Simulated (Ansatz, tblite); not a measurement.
**Si₅H₁₂: isomers side by side**

The task here is to estimate one member of a computed series from the others.

Method: relaxed with r2SCAN-D4/def2-SVP, singlet; program: Ansatz 0.2.0, Gaussian basis.

2 further runs of the same task are left out: 2 set aside as unsound or not needed. Runs told in other sessions of the task aren't counted.

## Where the work starts

17 atoms, charge 0, spin multiplicity 1.

Atoms are counted from 1 here; the program's logs count them from 0.

Bond lengths: Si1–Si2 2.346 Å, Si1–Si3 2.344 Å, Si1–Si4 2.345 Å, Si1–Si5 2.345 Å, Si2–H6 1.465 Å, Si2–H7 1.465 Å, Si2–H8 1.465 Å, Si3–H9 1.465 Å, Si3–H10 1.465 Å, Si3–H11 1.464 Å, Si4–H12 1.465 Å, Si4–H13 1.465 Å, Si4–H14 1.465 Å, Si5–H15 1.465 Å, Si5–H16 1.465 Å, Si5–H17 1.465 Å. Angles: Si2–Si1–Si3 109.7°, Si2–Si1–Si4 109.3°, Si2–Si1–Si5 109.3°, Si3–Si1–Si4 109.8°, Si3–Si1–Si5 109.0°, Si4–Si1–Si5 109.7°, Si1–Si2–H6 112.5°, Si1–Si2–H7 112.4°, Si1–Si2–H8 112.6°, H6–Si2–H7 106.3°, H6–Si2–H8 106.3°, H7–Si2–H8 106.3°, Si1–Si3–H9 112.3°, Si1–Si3–H10 112.2°, Si1–Si3–H11 112.8°, H9–Si3–H10 106.3°, H9–Si3–H11 106.4°, H10–Si3–H11 106.4° and more.

The isomers as started, chosen beforehand: A: Si(SiH3)4; B: n-SiSiSiSiSiH12. The structure above is A.

The first run:

The input, in.yaml:

```yaml
crystal:
  periodic: [false, false, false]
  atoms:
    - {symbol: Si, position_ang: [0.000320, 0.005460, -0.001640]}
    - {symbol: Si, position_ang: [-0.005060, -0.012740, 2.344440]}
    - {symbol: Si, position_ang: [2.209430, 0.007640, -0.785380]}
    - {symbol: Si, position_ang: [-1.113340, 1.922350, -0.764720]}
    - {symbol: Si, position_ang: [-1.090820, -1.912220, -0.795130]}
    - {symbol: H, position_ang: [0.857240, -1.059530, 2.897830]}
    - {symbol: H, position_ang: [-1.341070, -0.244830, 2.898650]}
    - {symbol: H, position_ang: [0.463500, 1.251210, 2.917460]}
    - {symbol: H, position_ang: [2.282090, 0.112160, -2.244480]}
    - {symbol: H, position_ang: [2.926120, -1.217990, -0.424710]}
    - {symbol: H, position_ang: [2.998690, 1.119810, -0.252410]}
    - {symbol: H, position_ang: [-2.515030, 1.959880, -0.340990]}
    - {symbol: H, position_ang: [-1.122280, 2.023990, -2.225790]}
    - {symbol: H, position_ang: [-0.501120, 3.157870, -0.270370]}
    - {symbol: H, position_ang: [-0.605570, -3.134610, -0.150180]}
    - {symbol: H, position_ang: [-0.905960, -2.105930, -2.235150]}
    - {symbol: H, position_ang: [-2.537150, -1.872510, -0.567430]}
basis:
  gaussian: {orbitals: def2-SVP}
hamiltonian: {xc: r2scan, dispersion: d4}
scf: {lower_state_search: "off"}
output: {orbitals: {seedname: orbitals}}
relax: {f_tol: 0.02, max_steps: 100}
```

Run with:

```console
> ansatz run in.yaml --threads 4 --pin off --events-out ev --progress --plain --max-ram 4787MiB
```

Among the steps run: Relaxing candidate A; Relaxing candidate B; Candidate B, PBE0-D4/def2-TZVP; Candidate B, PBE-D4/def2-TZVP; Candidate B, r2SCAN-D4/def2-TZVP; Candidate B, PBE-QIDH/def2-TZVP; Candidate B, LC-ωPBE/def2-TZVP; Candidate B, LDA/def2-TZVP; Candidate B, PBE-D4/def2-SVP; Candidate B, PBE0-D4/def2-SVP; Candidate B, HF/STO-3G; Candidate B, CCSD(T)/def2-SVP; Candidate B, MP2/def2-TZVP.

One of the session's tables, all rows but one given; the rest of the session is left out.

It belongs to the step «B against A». 

| method | B above A (kJ/mol) |
| --- | --- |
| GFN1-xTB | 20.0 |
| GFN2-xTB | 1.2 |
| HF/STO-3G | 12.8 |
| HF/def2-SVP | 20.4 |
| HF/def2-TZVP | 15.1 |
| LDA/def2-TZVP | 10.3 |
| PBE-D4/def2-SVP | 16.4 |
| PBE-D4/def2-TZVP | 15.0 |
| r2SCAN-D4/def2-TZVP | 16.4 |
| PBE0-D4/def2-SVP | 18.2 |
| PBE0-D4/def2-TZVP | 15.4 |
| LC-ωPBE/def2-TZVP | 14.0 |
| PBE-QIDH/def2-TZVP | 18.4 |
| MP2/def2-SVP | 26.2 |
| MP2/def2-TZVP | ? |
| CCSD/def2-SVP | 20.4 |
| CCSD(T)/def2-SVP | 21.1 |

**Question.** Estimate the row for MP2/def2-TZVP.

**Answer.** B above A (kJ/mol): 22.9. In the column «B above A (kJ/mol)» it lies between CCSD(T)/def2-SVP (21.1) and MP2/def2-SVP (26.2).

To keep in mind: Only singlets are compared; another spin may lie lower and prefer another shape.
